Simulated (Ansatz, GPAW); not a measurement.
PbO: GLLB-SC, run from Python

These are simulated results from GPAW 26.7.0, not measurements. The cell began as a measured structure and was relaxed with r2SCAN+rVV10 in plane waves (Ansatz 0.2.0). All runs are without spin polarisation.

Space group P4/nmm (No. 129), tetragonal; a = 3.980 Å, c = 5.001 Å in the conventional setting, 19.81 Å³ an atom. Pb is surrounded by 4 O at 2.32 Å; O is surrounded by 4 Pb at 2.32 Å.

GLLB-SC is a model potential. Its fundamental gap is the Kohn-Sham gap plus a derivative discontinuity, which the script evaluates at the band edges among the listed k points. Its total energy isn't variational and serves nothing here.

The script, run.py:

```python
import json
from ase import Atoms
from gpaw import GPAW, PW, FermiDirac

atoms = Atoms(['Pb', 'Pb', 'O', 'O'],
              cell=[[3.980404, 0.0, 0.0], [0.0, 3.980404, 0.0], [0.0, 0.0, 5.000913]],
              scaled_positions=[[0.0, 0.5, 0.236633], [0.5, 0.0, 0.763367], [-0.0, 0.0, 0.0], [0.5, 0.5, -0.0]],
              pbc=True)
calc = GPAW(mode=PW(400), xc='GLLBSC', kpts={'size': (4, 4, 4), 'gamma': True},
            occupations=FermiDirac(0.02), maxiter=100, legacy_gpaw=True, txt='gpaw.txt')
atoms.calc = calc
res = {'energy': atoms.get_potential_energy(force_consistent=True)}
res['electrons'] = calc.get_number_of_electrons()
res['k'] = calc.get_ibz_k_points().tolist()
res['levels'] = [calc.get_eigenvalues(kpt=i).tolist() for i in range(len(res['k']))]
points = [[0.0, 0.0, 0.0], [0.0, 0.5, 0.0], [0.5, 0.5, 0.0], [0.0, 0.0, 0.5], [0.0, 0.5, 0.5], [0.5, 0.5, 0.5], [-0.078125, -0.072917, 0.0]]
bands = calc.fixed_density(kpts=points, symmetry='off', nbands=round(res['electrons']) // 2 + 6, convergence={'bands': -2}, txt='bands.txt')
res['points'] = [bands.get_eigenvalues(kpt=i).tolist() for i in range(len(points))]
homo, lumo = bands.get_homo_lumo()
potential = calc.hamiltonian.xc.response.calculate_discontinuity_potential(homo, lumo)
res['discontinuity'] = bands.hamiltonian.xc.response.calculate_discontinuity(potential)
json.dump(res, open('results.json', 'w'))
print('free energy (eV):', round(res['energy'], 5))
```

Command: `python run.py`. It took 21 s on 1 thread of Arm Neoverse V1, with other jobs on the host, peak memory 0.18 GiB.

The log gpaw.txt, trimmed of paths, versions and times, then the last line on the terminal. An iter line gives the energy in eV and the logarithms of the changes of orbitals (plane waves alone) and density (c: converged):

```
___ ___ ___ _ _ _
 |   |   |_  | | | |

 | | | | | . | | | |

 |__ |  _|___|_____|  26.7.0
 |___|_|

Input parameters:
  kpts: {gamma: True,
         size: (4, 4, 4)}
  maxiter: 100
  mode: {ecut: 400.0,
         name: pw}
  occupations: {fixmagmom: False,
                name: fermi-dirac,
                width: 0.02}
  xc: GLLBSC

System changes: positions, numbers, cell, pbc, initial_charges, initial_magmoms

Initialize ...

species:
  Pb:
    name:    Lead
    Z:       82.0
    valence: 14
    core:    68
    charge:  0.0  # [|e|]
    compensation charges:
      type: gauss
      rc: 0.38  # [Å]
      lmax: 2
    cutoffs:
      filter: 2.36  # [Å]
      core: 2.43  # [Å]
    projectors
    | kind |    occ | energy [eV] | rcut [Å] |

    |------|--------|-------------|----------|

    |   6s |  2.000 |     -13.011 |    1.259 |

    |   6p |  2.000 |      -4.841 |    1.275 |

    |   5d | 10.000 |     -22.546 |    1.217 |

    |    s |        |      14.200 |    1.259 |

    |    p |        |      22.370 |    1.275 |

    |    d |        |       4.665 |    1.217 |

    Using partial waves for Pb as LCAO basis

  O:
    name:    Oxygen
    Z:       8.0
    valence: 6
    core:    2
    charge:  0.0  # [|e|]
    compensation charges:
      type: gauss
      rc: 0.21  # [Å]
      lmax: 2
    cutoffs:
      filter: 1.17  # [Å]
      core: 0.83  # [Å]
    projectors
    | kind |    occ | energy [eV] | rcut [Å] |

    |------|--------|-------------|----------|

    |   2s |  2.000 |     -28.986 |    0.688 |

    |   2p |  4.000 |     -13.358 |    0.598 |

    |    s |        |      -1.774 |    0.688 |

    |    p |        |      13.853 |    0.598 |

    |    d |        |       0.000 |    0.619 |

    Using partial waves for O as LCAO basis

Reference energy: -1138321.445545  # eV

Spin-paired calculation

Convergence criteria:
 Maximum [total energy] change in last 3 cyles: 0.0005 eV / valence electron
 Maximum integral of absolute [dens]ity change: 0.0001 electrons / valence electron
 Maximum integral of absolute [eigenst]ate change: 4e-08 eV^2 / valence electron
 Maximum number of scf [iter]ations: 100
 (Square brackets indicate name in SCF output, whereas a 'c' in
 the SCF output indicates the quantity has converged.)

Symmetries present (total): 8

  ( 1  0  0)  ( 1  0  0)  ( 0  1  0)  ( 0  1  0)  ( 0 -1  0)  ( 0 -1  0)
  ( 0  1  0)  ( 0 -1  0)  ( 1  0  0)  (-1  0  0)  ( 1  0  0)  (-1  0  0)
  ( 0  0  1)  ( 0  0  1)  ( 0  0 -1)  ( 0  0 -1)  ( 0  0 -1)  ( 0  0 -1)

  (-1  0  0)  (-1  0  0)
  ( 0  1  0)  ( 0 -1  0)
  ( 0  0  1)  ( 0  0  1)

64 k-points: 4 x 4 x 4 Monkhorst-Pack grid + [1/8,1/8,1/8]
18 k-points in the irreducible part of the Brillouin zone
       k-points in crystal coordinates                weights
   0:     0.00000000    0.00000000    0.00000000          1/64
   1:     0.00000000    0.00000000    0.25000000          2/64
   2:     0.00000000    0.00000000    0.50000000          1/64
   3:     0.25000000    0.00000000    0.00000000          4/64
   4:     0.25000000    0.00000000    0.25000000          8/64
   5:     0.25000000    0.00000000    0.50000000          4/64
   6:     0.25000000    0.25000000    0.00000000          4/64
   7:     0.25000000    0.25000000    0.25000000          8/64
   8:     0.25000000    0.25000000    0.50000000          4/64
   9:     0.50000000    0.00000000    0.00000000          2/64
          ...
  17:     0.50000000    0.50000000    0.50000000          1/64

Wave functions: Plane wave expansion
  Cutoff energy: 400.000 eV
  Number of coefficients (min, max): 1380, 1457
  Pulay-stress correction: 0.000000 eV/Ang^3 (de/decut=0.000000)
  Using FFTW library
  ScaLapack parameters: grid=1x1, blocksize=None
  Wavefunction extrapolation:
    Improved wavefunction reuse through dual PAW basis

Occupation numbers: Fermi-Dirac:
  width: 0.0200  # eV

Eigensolver
   Davidson(niter=2)

Densities:
  Coarse grid: 20*20*24 grid
  Fine grid: 40*40*48 grid
  Total Charge: 0.000000

Density mixing:
  Method: separate
  Backend: msr1
  Linear mixing parameter: 0.05
  old densities: 10
  Width of damping distribution: 1.1
  Damping of long wavelength oscillations: 20

Hamiltonian:
  XC and Coulomb potentials evaluated on a 40*40*48 grid
  Using the GLLBSC Exchange-Correlation functional
  External potential:
    NoExternalPotential

XC parameters: GLLBSC functional being used consists of
  -----------------------------------------------------------------------
  | Weight | Module     | Description                                   |

  -----------------------------------------------------------------------
  |  1.000 | SCREENING  | GGA_X_PBE_SOL with 2 nearest neighbor stencil |

  |  1.000 | RESPONSE   | eps=0.0500 eV                                 |

  |  1.000 | XC         | GGA_C_PBE_SOL with 2 nearest neighbor stencil |

  -----------------------------------------------------------------------

Memory estimate:
  Process memory now: 112.46 MiB
  Calculator: 22.93 MiB
    Density: 5.28 MiB
      Arrays: 1.90 MiB
      Localized functions: 1.91 MiB
      Mixer: 1.46 MiB
    Hamiltonian: 1.29 MiB
      Arrays: 1.25 MiB
      XC: 0.00 MiB
      Poisson: 0.00 MiB
      vbar: 0.05 MiB
    Wavefunctions: 16.36 MiB
      Arrays psit_nG: 10.40 MiB
      Eigensolver: 0.79 MiB
      Projections: 0.44 MiB
      Projectors: 3.95 MiB
      PW-descriptor: 0.77 MiB

Total number of cores used: 1

Number of atoms: 4
Number of atomic orbitals: 26
Number of bands in calculation: 26
Number of valence electrons: 40
Bands to converge: occupied

... initialized

Initializing position-dependent things.

Density initialized from atomic densities
Creating initial wave functions:
  26 bands from LCAO basis set

   .---------.
  /|         |

 * |         |

 | |  Pb     |

 | |         |

 | |         |

 |Pb---------.
 |/    O    /
 O---------*
Positions:
   0 Pb     0.000000    1.990202    1.183381    ( 0.0000,  0.0000,  0.0000)
   1 Pb     1.990202    0.000000    3.817532    ( 0.0000,  0.0000,  0.0000)
   2 O      0.000000    0.000000    0.000000    ( 0.0000,  0.0000,  0.0000)
   3 O      1.990202    1.990202    0.000000    ( 0.0000,  0.0000,  0.0000)

Unit cell:
           periodic     x           y           z      points  spacing
  1. axis:    yes    3.980404    0.000000    0.000000    20     0.1990
  2. axis:    yes    0.000000    3.980404    0.000000    20     0.1990
  3. axis:    yes    0.000000    0.000000    5.000913    24     0.2084

  Lengths:   3.980404   3.980404   5.000913
  Angles:   90.000000  90.000000  90.000000

Effective grid spacing dv^(1/3) = 0.2021

iter:   1   -29.645224
iter:   2   -24.943766   -0.66  -0.96
iter:   3   -21.470369   -0.52  -1.02
iter:   4   -19.308964   -0.41  -1.27
iter:   5   -20.747919   -1.63  -1.65
iter:   6   -19.153000   -1.76  -1.57
iter:   7   -19.133929   -2.27  -2.64
iter:   8   -19.120928   -3.73  -2.63
iter:   9   -19.116206c  -4.44  -2.93
iter:  10   -19.112326c  -4.53  -3.23
iter:  11   -19.120012c  -5.49  -3.31
iter:  12   -19.117467c  -6.65  -3.79
iter:  13   -19.121005c  -6.57  -3.98
iter:  14   -19.120990c  -7.46c -4.76c

Converged after 14 iterations.

Energy contributions relative to reference atoms: (reference = -1138321.445545)

Kinetic:        +52.619136
Potential:      -43.287134
External:        +0.000000
XC:             -28.035752
Entropy (-ST):   +0.000000
Local:           -0.417240
SIC:             +0.000000
--------------------------
Free energy:    -19.120990
Extrapolated:   -19.120990

GLLBSC response reference energy: 4.47157 eV (from HOMO)

Showing only first 2 kpts
 Kpt  Band  Eigenvalues  Occupancy
  0    18      2.54766    2.00000
  0    19      4.47144    2.00000
  0    20      7.37243    0.00000
  0    21     10.54196    0.00000

  1    18      2.52527    2.00000
  1    19      4.06495    2.00000
  1    20      7.14891    0.00000
  1    21      9.56873    0.00000

Fermi level: 5.31309

Gap: 1.715 eV
Transition (v -> c):
  (s=0, k=0, n=19, [0.00, 0.00, 0.00]) -> (s=0, k=15, n=20, [0.50, 0.50, 0.00])
Direct/indirect transitions are different
Direct gap: 2.901 eV
Transition at: (s=0, k=0, n=19, [0.00, 0.00, 0.00])

free energy (eV): -19.12099
```

The gap in the log is over the mesh alone; results.json adds the listed points. GLLB-SC gives a gap of 2.45 eV (1.715 eV Kohn-Sham over the listed points plus 0.734 eV discontinuity). On the same cell, plane-wave PBE (Ansatz, 6×6×6 k points and the special points) gives a gap of 1.21 eV and r2SCAN a gap of 1.53 eV; on shared hosts these took about 5.7 and 14 core-seconds on the 4-atom cell, against 21 for the script. Spin-orbit coupling, left out in all these runs, can cut or reorder the gap by tenths of an eV, up to about 1 eV with Pb or Bi.

Spin-orbit coupling is left out; in compounds of Pb, Bi, Tl or Hg it can lower a gap by up to about 1 eV, split its edges or invert the bands.
